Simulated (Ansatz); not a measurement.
# BeLi− (singlet): wave-function methods side by side at distance Li1–Be2 = 6.540 Å, aug-cc-pVTZ

Aim: climb from Hartree-Fock through coupled cluster for BeLi− (singlet) at one geometry and basis, and see what each rung misses.

Method: aug-cc-pVTZ, core rule «outside noble gas», up to 2 orbitals frozen; program: Ansatz 0.2.0, Gaussian basis.

To be run: UHF; CCSD(T) on RHF; CCSD(T) on UHF; BCCD(T) on RHF; CCSDT(Q) on RHF; CCSDT(Q) on UHF; Full CI.

44 further runs of the same task are left out: 23 for a known fault of the program, 14 that didn't finish, 7 set aside as unsound or not needed.

## (1) What is computed

The geometry derives from a PBE0/def2-TZVPD stationary point (not a proven minimum). One bond is set to the value named and the two fragments are kept rigid.

2 atoms, charge -1, spin multiplicity 1.

Atoms are counted from 1 here; the program's logs count them from 0.

No contacts short enough for the rule that draws bonds.

## (2) UHF

in.yaml

```yaml
crystal:
  periodic: [false, false, false]
  atoms:
    - {symbol: Li, position_ang: [0.000000, 0.000000, 0.000000]}
    - {symbol: Be, position_ang: [0.000000, 0.000000, 6.540000]}
basis:
  gaussian: {orbitals: aug-cc-pVTZ}
total_charge: -1
magnetization: {spin_polarized: true, initial_magnetization: 0}
hamiltonian: {xc: hf}
output: {orbitals: {seedname: orbitals}}
```

Launch:

```console
$ ansatz run in.yaml --threads 1 --pin off --events-out ev --progress --plain --max-ram 2393MiB
```

After this run come: CCSD(T) on RHF; CCSD(T) on UHF; BCCD(T) on RHF; CCSDT(Q) on RHF; CCSDT(Q) on UHF; Full CI.

Q: Predict the results of all the runs planned. Wanted: FCI below the RHF energy; RMP2 from FCI; UMP2 from FCI; RCCSD from FCI; RCCSD(T) from FCI; UCCSD(T) from FCI; RCCSDT(Q) from FCI; UCCSDT(Q) from FCI; T1 diagnostic.

The runs gave:

| quantity | value |
| --- | --- |
| FCI below the RHF energy | -2.0023 eV |
| RMP2 from FCI | +16.96 kcal/mol |
| UMP2 from FCI | +22.51 kcal/mol |
| RCCSD from FCI | +0.29 kcal/mol |
| RCCSD(T) from FCI | +0.08 kcal/mol |
| UCCSD(T) from FCI | +0.10 kcal/mol |
| RCCSDT(Q) from FCI | +0.01 kcal/mol |
| UCCSDT(Q) from FCI | 0.00 kcal/mol |
| levels within 1 kcal/mol (43 meV) | RCCSD, UCCSD, RCCSD(T), UCCSD(T), BCCD(T), RCCSDT, UCCSDT, RCCSDT(Q), UCCSDT(Q) |
| T1 diagnostic | 0.038 |
| effectively unpaired electrons | 0.40 |

In words: RCCSD(T) lands +0.08 kcal/mol from the yardstick (0.2 % of the correlation energy). The occupations show some static correlation. These misses are within one basis, not against nature.
